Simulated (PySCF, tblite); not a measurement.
**F₂GeH₇NSi₂, a small molecule taken as a stand-in for a surface group (Ge site with back bonds F, F, N([SiH3])[SiH3]): NMR shifts, core binding energies and electronic excitations**

Aim: the NMR shifts, core binding energies and electronic excitations of `[F][GeH]([F])[N]([SiH3])[SiH3]`.

Computed with tblite 0.8.0 and PySCF 2.14.0; each step states its level. No surroundings beyond the atoms listed, unless a continuum is named. Atoms count from 0, parts from 1.

## Step 1: Starting point

13 atoms, charge 0, multiplicity 1; geometry: distance geometry start.

## Step 2: Relaxing the cluster with GFN2-xTB

The job: settings as JSON, then the geometry in Å.

```
{"job": {"kind": "relax", "xc": "GFN2-xTB", "basis": "xTB"}, "charge": 0, "multiplicity": 1}
Ge    -0.872934     1.478838     0.336146
F     -0.802223     1.378994     2.099075
F     -2.580196     1.214091    -0.060127
N      0.114382     0.157738    -0.496293
Si     1.765910    -0.005970     0.109836
Si    -0.783525    -1.392449    -0.622712
H     -0.535236     2.897702    -0.159731
H      2.265065     1.143549     0.863556
H      1.881275    -1.234478     0.951024
H      2.644943    -0.197928    -1.052276
H     -0.314941    -2.356278     0.377353
H     -2.203313    -1.050228    -0.404380
H     -0.549044    -2.011174    -1.938538
```

Level: GFN2-xTB geometry optimisation, gas phase.

Command:

```sh
$ OMP_NUM_THREADS=1 python cluster_run.py task.json out
```

One launch serves the whole session: the jobs run in the order shown.

Standard output:

```text
step      E/eV     max force
  0    -584.66244    0.990
  1    -584.70654    0.867
  2    -584.80077    0.561
  3    -584.82789    0.453
  4    -584.87605    0.327
  5    -584.88562    0.327
  6    -584.90826    0.425
  7    -584.91939    0.416
  8    -584.93224    0.231
  9    -584.94104    0.268
 10    -584.95295    0.310
 11    -584.96493    0.458
 12    -584.97710    0.474
 13    -584.98838    0.337
 14    -584.99574    0.167
 15    -584.99962    0.215
 16    -585.00458    0.283
 17    -585.01052    0.261
 18    -585.01599    0.216
 19    -585.01983    0.156
 20    -585.02210    0.120
 21    -585.02355    0.101
 22    -585.02487    0.106
 23    -585.02615    0.099
 24    -585.02756    0.098
 25    -585.02923    0.123
 26    -585.03071    0.114
 27    -585.03149    0.066
 28    -585.03175    0.033
 29    -585.03187    0.031
 30    -585.03201    0.041
 31    -585.03219    0.045
 32    -585.03237    0.035
 33    -585.03250    0.025
 34    -585.03259    0.021
 35    -585.03267    0.031
 36    -585.03279    0.037
 37    -585.03296    0.042
 38    -585.03320    0.049
 39    -585.03347    0.038
 40    -585.03368    0.036
 41    -585.03381    0.029
 42    -585.03390    0.028
 43    -585.03401    0.035
 44    -585.03418    0.042
 45    -585.03444    0.055
 46    -585.03468    0.042
 47    -585.03484    0.032
 48    -585.03491    0.028
 49    -585.03500    0.036
 50    -585.03520    0.062
 51    -585.03561    0.088
 52    -585.03633    0.099
 53    -585.03711    0.070
 54    -585.03767    0.058
 55    -585.03808    0.061
 56    -585.03853    0.080
 57    -585.03955    0.118
 58    -585.04122    0.133
 59    -585.04330    0.127
 60    -585.04516    0.091
 61    -585.04484    0.165
 62    -585.04782    0.170
 63    -585.04916    0.120
 64    -585.05370    0.092
 65    -585.05692    0.137
 66    -585.05785    0.167
 67    -585.06094    0.064
 68    -585.06171    0.060
 69    -585.06247    0.065
 70    -585.06309    0.063
 71    -585.06493    0.096
 72    -585.06605    0.092
 73    -585.06696    0.067
 74    -585.06750    0.048
 75    -585.06783    0.050
 76    -585.06813    0.057
 77    -585.06860    0.047
 78    -585.06930    0.058
 79    -585.07020    0.064
 80    -585.07098    0.052
 81    -585.07152    0.046
 82    -585.07183    0.042
 83    -585.07210    0.045
 84    -585.07230    0.040
 85    -585.07248    0.027
 86    -585.07261    0.021
 87    -585.07274    0.017
 88    -585.07280    0.019
 89    -585.07284    0.016
 90    -585.07287    0.013
 91    -585.07289    0.010
 92    -585.07291    0.008
 93    -585.07292    0.007
```

Run time: 3.1 s. Hardware: 1 thread of Arm Neoverse N1, shared host.

Relaxation path:

| step | energy from step 0 (eV) | largest force (eV/Å) |
| --- | --- | --- |
| 0 | 0.0000 | 0.9899 |
| 3 | -0.1655 | 0.4533 |
| 6 | -0.2458 | 0.4254 |
| 9 | -0.2786 | 0.2679 |
| 12 | -0.3147 | 0.4742 |
| 15 | -0.3372 | 0.2147 |
| 18 | -0.3536 | 0.2159 |
| 21 | -0.3611 | 0.1013 |
| 24 | -0.3651 | 0.0982 |
| 27 | -0.3691 | 0.0659 |
| 30 | -0.3696 | 0.0413 |
| 33 | -0.3701 | 0.0247 |
| 36 | -0.3704 | 0.0365 |
| 39 | -0.3710 | 0.0381 |
| 42 | -0.3715 | 0.0275 |
| 45 | -0.3720 | 0.0550 |
| 48 | -0.3725 | 0.0277 |
| 51 | -0.3732 | 0.0875 |
| 54 | -0.3752 | 0.0578 |
| 57 | -0.3771 | 0.1182 |
| 60 | -0.3827 | 0.0909 |
| 63 | -0.3867 | 0.1198 |
| 66 | -0.3954 | 0.1675 |
| 69 | -0.4000 | 0.0648 |
| 72 | -0.4036 | 0.0922 |
| 75 | -0.4054 | 0.0495 |
| 78 | -0.4069 | 0.0589 |
| 81 | -0.4091 | 0.0458 |
| 84 | -0.4099 | 0.0396 |
| 87 | -0.4103 | 0.0163 |
| 90 | -0.4104 | 0.0135 |
| 93 | -0.4105 | 0.0075 |

Close pairs (by a distance rule), those that changed most:

| bond | before (Å) | after (Å) | change (Å) |
| --- | --- | --- | --- |
| Ge0–N3 | 1.847 | 1.792 | -0.055 |
| Ge0–H6 | 1.540 | 1.490 | -0.051 |
| Ge0–F2 | 1.773 | 1.732 | -0.041 |
| N3–Si5 | 1.796 | 1.758 | -0.038 |
| Ge0–F1 | 1.767 | 1.736 | -0.031 |
| Si4–H8 | 1.493 | 1.466 | -0.027 |
| N3–Si4 | 1.767 | 1.746 | -0.020 |
| Si5–H11 | 1.477 | 1.460 | -0.016 |

## Step 3: Geometry optimisation at PBE0-D3(BJ)/def2-SVP

The job: settings as JSON, then the geometry in Å.

```
{"job": {"xc": "PBE0", "basis": "def2-SVP", "d3": "d3bj", "grid": 2, "kind": "geom", "shake": 0.01}, "charge": 0, "multiplicity": 1}
Ge    -0.806796     1.379082     0.526282
F     -1.701682     0.956331     1.956336
F     -2.175130     1.774500    -0.533953
N      0.110076     0.002244    -0.131349
Si     1.819729     0.013126    -0.095124
Si    -0.825760    -1.459571    -0.503906
H     -0.099164     2.676644     0.806238
H      2.245289     1.434549    -0.067314
H      2.291943    -0.660645     1.142296
H      2.258571    -0.660374    -1.291831
H     -0.548708    -2.445265     0.563992
H     -2.236292    -1.130742    -0.560720
H     -0.321866    -1.897252    -1.803543
```

Standard output:

```text
step   0  E = -2913.34873657  max force = 0.036996
step   1  E = -2913.35312514  max force = 0.034767
step   2  E = -2913.35655668  max force = 0.008802
step   3  E = -2913.35688109  max force = 0.002582
step   4  E = -2913.35692372  max force = 0.000819
step   5  E = -2913.35693806  max force = 0.000647
step   6  E = -2913.35697201  max force = 0.001282
step   7  E = -2913.35699666  max force = 0.001228
step   8  E = -2913.35702291  max force = 0.001027
step   9  E = -2913.35703860  max force = 0.000900
step  10  E = -2913.35705333  max force = 0.000711
step  11  E = -2913.35706854  max force = 0.000872
step  12  E = -2913.35708459  max force = 0.000483
step  13  E = -2913.35709171  max force = 0.000183
optimisation converged
```

Wall time 4.9 min (1 thread of Arm Neoverse N1, shared host); peak memory 0.73 GiB.

Along the way:

| step | energy from step 0 (eV) | largest force component (eV/Å) |
| --- | --- | --- |
| 0 | 0.0000 | 1.9024 |
| 1 | -0.1194 | 1.7878 |
| 2 | -0.2128 | 0.4526 |
| 3 | -0.2216 | 0.1328 |
| 4 | -0.2228 | 0.0421 |
| 5 | -0.2232 | 0.0333 |
| 6 | -0.2241 | 0.0659 |
| 7 | -0.2248 | 0.0631 |
| 8 | -0.2255 | 0.0528 |
| 9 | -0.2259 | 0.0463 |
| 10 | -0.2263 | 0.0366 |
| 11 | -0.2267 | 0.0448 |
| 12 | -0.2272 | 0.0248 |
| 13 | -0.2274 | 0.0094 |

Distances of close pairs at the start and the end, largest changes first:

| bond | before (Å) | after (Å) | change (Å) |
| --- | --- | --- | --- |
| Si4–H9 | 1.442 | 1.494 | +0.052 |
| N3–Si4 | 1.710 | 1.759 | +0.049 |
| Ge0–F2 | 1.776 | 1.729 | -0.047 |
| Si5–H11 | 1.449 | 1.488 | +0.039 |
| Si5–H12 | 1.461 | 1.493 | +0.032 |
| Ge0–N3 | 1.780 | 1.805 | +0.025 |
| Ge0–H6 | 1.504 | 1.522 | +0.017 |
| Si5–H10 | 1.479 | 1.493 | +0.014 |

The end geometry stands in the next job.

| at the end point | value |
| --- | --- |
| point group (found at 0.08 Å tolerance) | C1 |
| rotational constants (GHz, main isotopes) | 2.056, 1.123, 0.926 |
| dipole moment (D) | 2.49 |

## Step 4: Shielding tensors: PBE0/pcSseg-1

The job: settings as JSON, then the geometry in Å.

```
{"job": {"kind": "nmr", "xc": "PBE0", "basis": "pcSseg-1"}, "charge": 0, "multiplicity": 1}
Ge    -0.799079     1.521001     0.411247
F     -1.784435     1.252133     1.806249
F     -1.965057     1.845004    -0.823070
N      0.064518    -0.009141    -0.003856
Si     1.820437    -0.072738    -0.088178
Si    -0.899114    -1.457638    -0.331724
H      0.091277     2.735544     0.629859
H      2.345060     1.278185     0.271876
H      2.352595    -1.091023     0.865601
H      2.272179    -0.433634    -1.465344
H     -0.481415    -2.553391     0.592659
H     -2.333234    -1.120786    -0.121926
H     -0.673058    -1.911825    -1.736083
```

With the program's defaults for keys left out, this is: GIAO PBE0/pcSseg-1 NMR shielding, non-relativistic, gas phase.

Standard output:

```text
coarse grid: 53264 points
cycle   1  E = -2913.5572269360  dE = -4.370e-01  |g| = 1.240e+00  |ddm| = 3.433e+00
cycle   2  E = -2913.3029203331  dE =  2.543e-01  |g| = 1.789e+00  |ddm| = 1.680e+00
cycle   3  E = -2913.7291722259  dE = -4.263e-01  |g| = 1.698e-01  |ddm| = 1.112e+00
cycle   4  E = -2913.7328314489  dE = -3.659e-03  |g| = 6.131e-02  |ddm| = 1.142e-01
cycle   5  E = -2913.7331744822  dE = -3.430e-04  |g| = 1.503e-02  |ddm| = 3.553e-02
cycle   6  E = -2913.7332216498  dE = -4.717e-05  |g| = 4.530e-03  |ddm| = 1.489e-02
cycle   7  E = -2913.7332253433  dE = -3.693e-06  |g| = 7.903e-04  |ddm| = 3.276e-03
final grid: 108696 points
cycle   8  E = -2913.7331903197  dE = -1.410e-07  |g| = 7.489e-04  |ddm| = 2.026e-03
cycle   9  E = -2913.7331903116  dE =  8.092e-09  |g| = 8.121e-04  |ddm| = 1.253e-03
cycle  10  E = -2913.7331904211  dE = -1.094e-07  |g| = 1.379e-04  |ddm| = 5.945e-04
cycle  11  E = -2913.7331904246  dE = -3.565e-09  |g| = 2.033e-05  |ddm| = 1.154e-04
cycle  12  E = -2913.7331904247  dE = -2.638e-11  |g| = 5.231e-06  |ddm| = 1.410e-05
converged SCF energy = -2913.7331904247

GIAO shielding tensors (ppm)
atom      isotropic    diamagn.    paramagn.     s11        s22        s33       span
  0 Ge    1338.288    2755.676   -1417.388   1285.182   1289.231   1440.451    155.268
  1 F      323.598     476.904    -153.306    255.464    324.024    391.306    135.842
  2 F      324.738     476.963    -152.225    257.692    325.224    391.299    133.607
  3 N      240.244     337.890     -97.646    188.320    257.451    274.963     86.643
  4 Si     399.903     879.875    -479.972    349.554    380.989    469.166    119.612
  5 Si     398.854     880.012    -481.158    353.228    381.344    461.989    108.761
  6 H       25.602      27.190      -1.588     19.115     20.214     37.478     18.364
  7 H       26.605      29.198      -2.593     22.742     25.640     31.433      8.691
  8 H       26.486      28.901      -2.415     22.795     24.397     32.265      9.471
  9 H       26.499      28.871      -2.372     22.775     24.347     32.374      9.598
 10 H       26.536      29.177      -2.641     23.025     24.322     32.260      9.235
 11 H       26.159      29.023      -2.864     21.773     25.897     30.808      9.035
 12 H       26.534      29.134      -2.599     23.013     24.234     32.356      9.343
```

Run time: 38 s. Hardware: 1 thread of Arm Neoverse N1, shared host; peak memory 0.91 GiB.

The references, computed at this level on geometries of the same kind, shield at (ppm): 1H TMS 31.27, 29Si TMS 352.0, 19F CFCl3 177.2, 15N NH3 265.7, 73Ge GeMe4 1330. Their shielding less the atom's gives the shift. The references are single molecules in the gas phase, so shifts against H2O, NH3, PH3, H3PO4 or CFCl3 are not on the usual liquid scales and can be off by tens of ppm.

| atoms | environment | σ (ppm) | δ (ppm) |
| --- | --- | --- | --- |
| H6 | hydrogen on a germanium bonded to 2 F, N | 25.60 | 5.66 |
| H11 | hydrogen on a silicon bonded to N | 26.16 | 5.11 |
| H8 | hydrogen on a silicon bonded to N | 26.49 | 4.78 |
| H9 | hydrogen on a silicon bonded to N | 26.50 | 4.77 |
| H12 | hydrogen on a silicon bonded to N | 26.53 | 4.73 |
| H10 | hydrogen on a silicon bonded to N | 26.54 | 4.73 |
| H7 | hydrogen on a silicon bonded to N | 26.60 | 4.66 |
| Ge0 | germanium bonded to 2 F, N, H | 1338 | -8 |
| F1 | fluorine bonded to Ge | 323.6 | -146.4 |
| F2 | fluorine bonded to Ge | 324.7 | -147.5 |
| N3 | nitrogen bonded to Ge, 2 Si | 240.2 | 25.4 |
| Si5 | silicon bonded to N, 3 H | 398.9 | -46.9 |
| Si4 | silicon bonded to N, 3 H | 399.9 | -47.9 |

The run also stored atomic charges by several schemes (e):

| atoms | Mulliken | IAO | Hirshfeld | ESP fit |
| --- | --- | --- | --- | --- |
| Ge0 | 1.33 | 1.39 | 0.58 | 0.89 |
| F1 | -0.48 | -0.52 | -0.24 | -0.34 |
| F2 | -0.48 | -0.52 | -0.24 | -0.34 |
| N3 | -1.17 | -0.99 | -0.34 | -0.58 |
| Si4 | 0.65 | 0.72 | 0.35 | 0.46 |
| Si5 | 0.63 | 0.72 | 0.35 | 0.42 |

Mayer bond orders: Ge0–F1 0.82, Ge0–F2 0.82, Ge0–N3 0.84, N3–Si4 0.88, N3–Si5 0.83.

[end of part 1 of 2]
